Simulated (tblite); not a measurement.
# C3H10FOSi2: the cost of one run

Programs: tblite 0.8.0 and PySCF 2.14.0, with density-fitted response routines of our own. Each step states its level of theory. These are calculated values for one molecule in the gas phase, unless marked as measured. Atoms are numbered from 0 throughout.

## Step 1: The starting structure

17 atoms, charge 0, multiplicity 2; geometry from: force field or distance geometry start.

Bonds of the start (Å): C0–C1 1.51, C1–C2 1.50, C1–Si3 1.85, Si3–O4 1.72, O4–Si5 1.72, Si5–F6 1.70, C0–H7 1.10, C0–H8 1.10, C0–H9 1.13, C1–H10 1.12, C2–H11 1.10, C2–H12 1.10, C2–H13 1.10, Si3–H14 1.46, Si3–H15 1.46, Si5–H16 1.48.

## Step 2: Geometry optimisation with GFN2-xTB

The job: settings as JSON, then the geometry in Å.

```
{"job": {"kind": "relax", "xc": "GFN2-xTB", "basis": "xTB"}, "charge": 0, "multiplicity": 2}
C     -1.617700    -0.891400     0.885700
C     -0.849700    -0.369600    -0.302000
C     -1.662100     0.723500    -0.941900
Si     0.835000     0.280800     0.113500
O      1.819200    -0.855500     0.942100
Si     3.348700    -0.091900     1.153800
F      3.297400     1.464800     0.469900
H     -1.008400    -1.453200     1.604700
H     -2.217000    -0.086600     1.342600
H     -2.367700    -1.616400     0.462500
H     -0.699100    -1.245300    -0.983000
H     -1.143200     1.671300    -0.712200
H     -1.765600     0.550700    -2.027900
H     -2.679100     0.676400    -0.524600
H      0.830100     1.507400     0.912500
H      1.493500     0.566400    -1.157800
H      4.378800    -0.819400     0.378400
```

On the command line:

```console
$ OMP_NUM_THREADS=1 python probes_run.py task.json out
```

The driver reads the jobs from task.json and runs them one after another.

Q: Estimate the wall time of this first job on 1 thread of Intel Xeon Platinum 8259CL at 2.50GHz, shared host.

About 1.1 s.
